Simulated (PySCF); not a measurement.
# C6H13As: the cost of one run

Programs: PySCF 2.14.0, with routines of our own; each step states its level. All values are computed. Atoms count from 0.

## (1) The starting structure

20 atoms, charge 0, multiplicity 1; geometry from: GFN2-xTB.

## (2) Magnetic properties: GIAO KT3/pcSseg-1

Job settings and geometry (Å):

```
{"job": {"kind": "mag", "xc": "KT3", "basis": "pcSseg-1", "isotopologues": 2}, "charge": 0, "multiplicity": 1}
C      2.755580     0.648939    -0.434601
C      1.750966     0.023441     0.525171
As     0.414079    -1.121207    -0.418133
C     -0.809986    -1.361953     1.134384
C     -1.703949    -0.128728     1.186494
C     -2.080477     0.215482    -0.249028
C     -0.787401     0.344308    -1.047399
H      3.468459     1.278094     0.098084
H      3.309586    -0.127228    -0.962875
H      2.246828     1.264012    -1.177427
H      1.229968     0.805296     1.083563
H      2.279454    -0.603493     1.249633
H     -1.420495    -2.254950     0.971007
H     -0.254034    -1.505998     2.063499
H     -2.593670    -0.304314     1.796275
H     -1.159957     0.711564     1.625437
H     -2.671308     1.133846    -0.295669
H     -2.685863    -0.598390    -0.659050
H     -0.312059     1.308227    -0.849399
H     -0.980868     0.283729    -2.120805
```

Level: GIAO KT3/pcSseg-1 magnetisability, rotational g tensor and spin-rotation constants, non-relativistic, gas phase.

Started as:

```console
> OMP_NUM_THREADS=1 python excited_run.py task.json out
```

The driver reads the jobs from task.json and runs them one after another.

**Question.** How long does this first job take on 1 thread of Intel Xeon 6975P-C, shared host, and how much memory does it need?

About 49 s, with a peak of 0.78 GiB.
